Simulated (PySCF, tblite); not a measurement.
# 2-propylthiophene: a rotation path, then NMR shifts on frames, part 2 of 2

tblite 0.8.0 and PySCF 2.14.0. Atoms count from 0.

## (6) Nuclear shieldings: image 6, PBE0/pcSseg-1

The job: settings as JSON, then the geometry in Å.

```
{"job": {"kind": "nmr", "xc": "PBE0", "basis": "pcSseg-1", "pop": false}, "charge": 0, "multiplicity": 1}
C     -2.532600     0.582300     0.090700
C     -1.640900    -0.066800    -0.959500
C     -0.626300    -1.051500    -0.345500
C      0.694300    -0.413300    -0.085300
C      1.845200    -0.576500    -0.790600
C      2.915500     0.213600    -0.311700
C      2.565700     0.969000     0.757300
S      0.918800     0.733100     1.197900
H     -3.127600    -0.173600     0.599000
H     -3.211800     1.291400    -0.377200
H     -1.939200     1.110200     0.833700
H     -1.099800     0.706300    -1.509200
H     -2.268800    -0.601100    -1.674900
H     -0.462100    -1.884600    -1.032100
H     -1.035500    -1.454700     0.583400
H      1.932400    -1.247900    -1.626900
H      3.898200     0.214800    -0.748100
H      3.165900     1.655600     1.320600
```

Method: GIAO PBE0/pcSseg-1 NMR shielding, non-relativistic, gas phase.

Log:

```text
coarse grid: 15432 points
cycle   1  E = -670.3217247352  dE =  1.203e+00  |g| = 4.251e-01  |ddm| = 3.999e+00
cycle   2  E = -670.2996055655  dE =  2.212e-02  |g| = 5.148e-01  |ddm| = 9.270e-01
cycle   3  E = -670.3693115447  dE = -6.971e-02  |g| = 9.040e-02  |ddm| = 6.032e-01
cycle   4  E = -670.3714462624  dE = -2.135e-03  |g| = 3.532e-02  |ddm| = 1.530e-01
cycle   5  E = -670.3717617756  dE = -3.155e-04  |g| = 7.695e-03  |ddm| = 3.804e-02
cycle   6  E = -670.3717752463  dE = -1.347e-05  |g| = 2.592e-03  |ddm| = 1.090e-02
cycle   7  E = -670.3717766783  dE = -1.432e-06  |g| = 5.393e-04  |ddm| = 2.524e-03
final grid: 143928 points
cycle   8  E = -670.4238267342  dE = -3.845e-05  |g| = 1.006e-02  |ddm| = 3.789e-02
cycle   9  E = -670.4238040733  dE =  2.266e-05  |g| = 1.349e-02  |ddm| = 2.337e-02
cycle  10  E = -670.4238524913  dE = -4.842e-05  |g| = 1.760e-03  |ddm| = 1.613e-02
cycle  11  E = -670.4238533644  dE = -8.730e-07  |g| = 3.348e-04  |ddm| = 2.334e-03
cycle  12  E = -670.4238533886  dE = -2.426e-08  |g| = 1.309e-04  |ddm| = 4.135e-04
cycle  13  E = -670.4238533926  dE = -3.945e-09  |g| = 4.421e-05  |ddm| = 1.698e-04
cycle  14  E = -670.4238533930  dE = -4.356e-10  |g| = 1.901e-05  |ddm| = 5.985e-05
converged SCF energy = -670.4238533930

GIAO shielding tensors (ppm)
atom      isotropic    diamagn.    paramagn.     s11        s22        s33       span
  0 C      169.969     246.631     -76.662    153.449    170.710    185.747     32.298
  1 C      157.292     247.671     -90.380    141.908    154.667    175.300     33.392
  2 C      151.547     244.606     -93.059    138.971    150.876    164.794     25.823
  3 C       29.092     262.673    -233.581    -49.317      7.392    129.202    178.519
  4 C       58.849     250.203    -191.354    -17.568     55.739    138.377    155.945
  5 C       56.247     254.732    -198.486    -27.463     44.653    151.549    179.012
  6 C       55.218     262.914    -207.696    -32.599     57.207    141.047    173.646
  7 S      283.232    1058.071    -774.839    136.867    314.330    398.500    261.633
  8 H       30.802      28.963       1.839     27.003     28.286     37.117     10.114
  9 H       30.599      27.797       2.802     25.889     27.360     38.549     12.660
 10 H       30.158      30.540      -0.382     24.248     31.356     34.871     10.623
 11 H       30.549      31.455      -0.906     26.599     31.011     34.039      7.440
 12 H       29.835      30.205      -0.370     24.038     29.060     36.406     12.367
 13 H       28.493      31.572      -3.079     22.819     28.480     34.180     11.361
 14 H       29.359      31.034      -1.675     26.353     27.938     33.786      7.432
 15 H       24.841      32.488      -7.646     21.641     24.399     28.484      6.843
 16 H       24.681      29.830      -5.149     21.678     24.655     27.710      6.032
 17 H       24.719      31.116      -6.398     21.652     24.572     27.931      6.280
```

It took 84 s on 1 thread of Intel Xeon at 2.50GHz, shared host; peak memory 0.92 GiB.

Key values: δ C3 157.8, C6 131.7, C5 130.7, C4 128.1, H16 7.04, H17 7.00 ppm.

## (7) Shielding tensors: image 8, PBE0/pcSseg-1

The job: settings as JSON, then the geometry in Å.

```
{"job": {"kind": "nmr", "xc": "PBE0", "basis": "pcSseg-1", "pop": false}, "charge": 0, "multiplicity": 1}
C     -2.191300     0.787600    -0.064700
C     -1.678400    -0.306200    -0.991800
C     -0.658800    -1.225400    -0.300900
C      0.624500    -0.521200    -0.021700
C      1.657000    -0.291200    -0.876700
C      2.710400     0.450900    -0.295600
C      2.465000     0.777900     0.996800
S      0.942200     0.182800     1.531000
H     -2.670200     0.351000     0.809100
H     -2.918400     1.411200    -0.579600
H     -1.375300     1.421600     0.273300
H     -1.211000     0.145600    -1.869300
H     -2.518800    -0.913300    -1.334700
H     -0.456800    -2.081200    -0.950500
H     -1.086800    -1.596600     0.632400
H      1.669900    -0.645200    -1.892800
H      3.608000     0.726100    -0.820200
H      3.080100     1.331800     1.677700
```

Method: GIAO PBE0/pcSseg-1 NMR shielding, non-relativistic, gas phase.

Log:

```text
coarse grid: 15432 points
cycle   1  E = -670.3237320749  dE =  1.209e+00  |g| = 4.285e-01  |ddm| = 4.008e+00
cycle   2  E = -670.2990468184  dE =  2.469e-02  |g| = 5.269e-01  |ddm| = 9.412e-01
cycle   3  E = -670.3720067212  dE = -7.296e-02  |g| = 9.074e-02  |ddm| = 6.171e-01
cycle   4  E = -670.3741658742  dE = -2.159e-03  |g| = 3.544e-02  |ddm| = 1.538e-01
cycle   5  E = -670.3744823964  dE = -3.165e-04  |g| = 8.177e-03  |ddm| = 3.795e-02
cycle   6  E = -670.3744974526  dE = -1.506e-05  |g| = 2.821e-03  |ddm| = 1.110e-02
cycle   7  E = -670.3744991614  dE = -1.709e-06  |g| = 7.187e-04  |ddm| = 2.913e-03
final grid: 143928 points
cycle   8  E = -670.4259985301  dE = -3.361e-05  |g| = 1.001e-02  |ddm| = 3.614e-02
cycle   9  E = -670.4259728551  dE =  2.567e-05  |g| = 1.389e-02  |ddm| = 2.356e-02
cycle  10  E = -670.4260237997  dE = -5.094e-05  |g| = 1.884e-03  |ddm| = 1.625e-02
cycle  11  E = -670.4260247717  dE = -9.720e-07  |g| = 3.511e-04  |ddm| = 2.309e-03
cycle  12  E = -670.4260247995  dE = -2.780e-08  |g| = 1.376e-04  |ddm| = 4.799e-04
cycle  13  E = -670.4260248041  dE = -4.574e-09  |g| = 4.410e-05  |ddm| = 1.840e-04
cycle  14  E = -670.4260248045  dE = -4.172e-10  |g| = 1.898e-05  |ddm| = 5.499e-05
converged SCF energy = -670.4260248045

GIAO shielding tensors (ppm)
atom      isotropic    diamagn.    paramagn.     s11        s22        s33       span
  0 C      172.025     247.441     -75.415    158.160    173.984    183.932     25.772
  1 C      155.681     247.251     -91.570    140.161    155.978    170.902     30.741
  2 C      151.840     244.365     -92.525    138.185    154.031    163.305     25.120
  3 C       31.229     263.335    -232.106    -49.056     13.987    128.755    177.811
  4 C       58.625     250.291    -191.666    -21.317     51.575    145.618    166.934
  5 C       55.071     254.314    -199.243    -27.547     43.256    149.504    177.051
  6 C       55.838     262.393    -206.554    -30.051     55.941    141.625    171.677
  7 S      261.021    1058.058    -797.037    100.361    308.329    374.373    274.011
  8 H       31.109      29.847       1.262     27.476     28.625     37.225      9.749
  9 H       30.703      28.208       2.495     25.749     27.731     38.628     12.879
 10 H       30.423      30.853      -0.430     24.484     31.943     34.841     10.357
 11 H       30.383      31.384      -1.001     25.695     29.698     35.755     10.060
 12 H       29.972      29.618       0.354     24.893     28.151     36.873     11.980
 13 H       28.372      30.450      -2.078     23.324     27.449     34.344     11.020
 14 H       29.418      30.819      -1.401     24.936     29.154     34.165      9.229
 15 H       24.750      32.584      -7.834     21.524     24.020     28.706      7.181
 16 H       24.571      29.992      -5.421     21.560     24.648     27.505      5.945
 17 H       24.752      30.998      -6.246     21.753     24.448     28.054      6.301
```

Wall time 84 s (1 thread of Intel Xeon at 2.50GHz, shared host); peak memory 0.92 GiB.

In short: δ C3 155.7, C5 131.9, C6 131.1, C4 128.3, H16 7.15, H15 6.97 ppm.

## (8) Run by run: NMR shifts

Shifts (ppm) of some atoms, chosen among heavy atoms and hydrogens apart, with basis size and wall time:

```
  frame     C3    C2    C1    C0   H13   H10   S7  functions     time
image 0  158.1  38.1  35.7  17.2  2.75  1.04  226        193  1.7 min
image 2  159.5  36.7  34.6  18.0  2.99  1.09  225        193     82 s
image 4  159.9  34.8  31.0  18.5  3.18  1.24  218        193     84 s
image 6  157.8  35.4  29.6  17.0  3.22  1.56  220        193     84 s
image 8  155.7  35.1  31.2  14.9  3.34  1.29  243        193     84 s
```

## (9) What came out

What follows sums up all 2 parts.

| quantity | value |
| --- | --- |
| barrier | 0.106 eV (2.4 kcal/mol) at image 4 |
| end to end (GFN2-xTB) | 0.007 eV |
| 13C shifts against TMS (PBE0/pcSseg-1, image 0) | 158.1, 132.2, 130.6, 127.8, 38.1, 35.7, 17.2 ppm |
| 1H shifts against TMS (PBE0/pcSseg-1, image 0) | 7.02, 6.98, 6.91, 2.76, 2.75, 1.64, 1.61, 1.31, 1.04, 0.99 ppm |
| 33S shifts against CS2 (PBE0/pcSseg-1, image 0) | 226 ppm |
| potential on the surface of density 0.002 e/bohr³, 1st and 99th percentile | -0.79 V and 0.90 V |
| range of the shift of S7 | 218 to 243 ppm |

What this shows: Along the band the dihedral turns by 110°, and the top (dihedral -124°) lies 2.4 kcal/mol above the start (GFN2-xTB, rough), so at room temperature this motion is fast. Ends this close can change order at a higher level. The top was not checked by a frequency run. Shifts at one fixed geometry are not the observed spectrum, which averages over the motion. In the first frame run (image 0): Shielding is most anisotropic at S7 (span 270 ppm, paramagnetic term -780 ppm). NICS(1)zz of -25 ppm above the planar ring from C3 marks a diatropic (aromatic) ring current. Across the 5 runs the shift of S7 moves most, between 218 (image 4) and 243 ppm (image 8).
